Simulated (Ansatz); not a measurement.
**C₂H₈Cl₂N₂Si: a ladder of functionals and wavefunction methods**

An exercise on one series of results from a longer session: the logs are not shown, and one member is left open.

Computed with Ansatz 0.2.0, Gaussian basis. Level: functionals in def2-TZVPP, the program's frozen cores in correlated methods.

Levels to be run: LDA (SPW92), PBE-D4, revPBE-D4, BLYP-D4, r2SCAN-D4, B97M-V, PBE0-D4, B3LYP-D4, r2SCANh-D4, r2SCAN0-D4, HSE06-D4, BHLYP-D4, CAM-B3LYP-D4, LC-ωPBE, ωB97X-V, ωB97M-V, B2PLYP, PBE-QIDH; CCSD(T)/def2-SVP; CCSD(T)/def2-TZVPP; MP2/def2-QZVPP; extrapolation to the limit; RPA on PBE.

## Structure used throughout

All runs share one geometry, relaxed beforehand with PBE0-D4 in a triple-zeta def2 set.

SMILES `CN[Si](Cl)(Cl)NC`, 15 atoms, charge 0, spin multiplicity 1.

Atoms are counted from 1 here; the program's logs count them from 0.

Bond lengths: C1–N2 1.449 Å, C1–H8 1.096 Å, C1–H9 1.090 Å, C1–H10 1.093 Å, N2–Si3 1.690 Å, N2–H11 1.009 Å, Si3–Cl4 2.060 Å, Si3–Cl5 2.060 Å, Si3–N6 1.690 Å, N6–C7 1.449 Å, N6–H12 1.009 Å, C7–H13 1.096 Å, C7–H14 1.093 Å, C7–H15 1.090 Å. Angles: N2–C1–H8 112.8°, N2–C1–H9 109.5°, N2–C1–H10 110.5°, H8–C1–H9 107.9°, H8–C1–H10 108.4°, H9–C1–H10 107.5°, C1–N2–Si3 127.4°, C1–N2–H11 113.5°, Si3–N2–H11 114.5°, N2–Si3–Cl4 115.9°, N2–Si3–Cl5 106.7°, N2–Si3–N6 107.4°, Cl4–Si3–Cl5 104.5°, Cl4–Si3–N6 106.7°, Cl5–Si3–N6 115.9°, Si3–N6–C7 127.4°, Si3–N6–H12 114.5°, C7–N6–H12 113.5° and more.

Set-up of the first run:

File in.yaml:

```yaml
crystal:
  periodic: [false, false, false]
  atoms:
    - {symbol: C, position_ang: [-0.628379, 1.609725, -2.130115]}
    - {symbol: N, position_ang: [0.136897, 0.867624, -1.148463]}
    - {symbol: Si, position_ang: [-0.448442, -0.237029, -0.011338]}
    - {symbol: Cl, position_ang: [-0.864300, -2.125055, -0.722275]}
    - {symbol: Cl, position_ang: [-2.267442, 0.483173, 0.633288]}
    - {symbol: N, position_ang: [0.738404, -0.415620, 1.178385]}
    - {symbol: C, position_ang: [0.865160, -1.491205, 2.141220]}
    - {symbol: H, position_ang: [-0.732372, 1.074833, -3.080670]}
    - {symbol: H, position_ang: [-1.628879, 1.802177, -1.742421]}
    - {symbol: H, position_ang: [-0.160462, 2.577469, -2.328429]}
    - {symbol: H, position_ang: [1.100257, 0.724634, -1.413400]}
    - {symbol: H, position_ang: [1.157889, 0.449926, 1.484265]}
    - {symbol: H, position_ang: [0.322755, -1.293922, 3.072540]}
    - {symbol: H, position_ang: [1.916479, -1.665119, 2.384702]}
    - {symbol: H, position_ang: [0.470835, -2.412512, 1.712211]}
basis:
  gaussian: {orbitals: def2-TZVPP}
hamiltonian: {xc: lda}
output: {orbitals: {seedname: orbitals}}
```

The run is started by

```sh
$ ansatz run in.yaml --threads 2 --pin off --events-out ev --progress --plain --max-ram 32768MiB --backend cuda --devices 0, --max-vram 18GiB
```

Among the steps run: LDA; PBE-D4 (GGA); revPBE-D4 (GGA); BLYP-D4 (GGA); r2SCAN-D4 (meta-GGA); B97M-V (meta-GGA); PBE0-D4 (hybrid); B3LYP-D4 (hybrid); r2SCANh-D4 (hybrid); r2SCAN0-D4 (hybrid); HSE06-D4 (hybrid); BHLYP-D4 (hybrid); CAM-B3LYP-D4 (range-separated); LC-ωPBE (range-separated); ωB97X-V (range-separated); ωB97M-V (range-separated); B2PLYP (double hybrid); PBE-QIDH (double hybrid).

One of the session's tables, all rows but one given; the rest of the session is left out.

It belongs to the step «Frontier levels by functional». 

```
  functional  HOMO (eV)  LUMO (eV)  gap (eV)
 LDA (SPW92)      -6.01      -0.36      5.65
      PBE-D4      -5.86      -0.15      5.71
   revPBE-D4      -5.81      -0.06      5.75
     BLYP-D4      -5.74      -0.12      5.62
   r2SCAN-D4      -6.15       0.41      6.56
      B97M-V      -6.27       0.14      6.40
     PBE0-D4      -7.27       0.74      8.01
    B3LYP-D4      -7.03       0.42      7.45
  r2SCANh-D4      -6.68       0.71      7.39
  r2SCAN0-D4      -7.47       1.13      8.60
    HSE06-D4          ?          ?         ?
    BHLYP-D4      -8.60       1.43     10.03
CAM-B3LYP-D4      -8.68       1.56     10.25
     LC-ωPBE     -10.08       2.88     12.96
     ωB97X-V      -9.71       2.66     12.37
     ωB97M-V      -9.61       2.21     11.82
```

**Question.** Estimate the row for HSE06-D4.

The run gave: HOMO (eV): -6.87; LUMO (eV): 0.37; gap (eV): 7.23. In the column «HOMO (eV)» it lies between B3LYP-D4 (-7.03) and r2SCANh-D4 (-6.68).
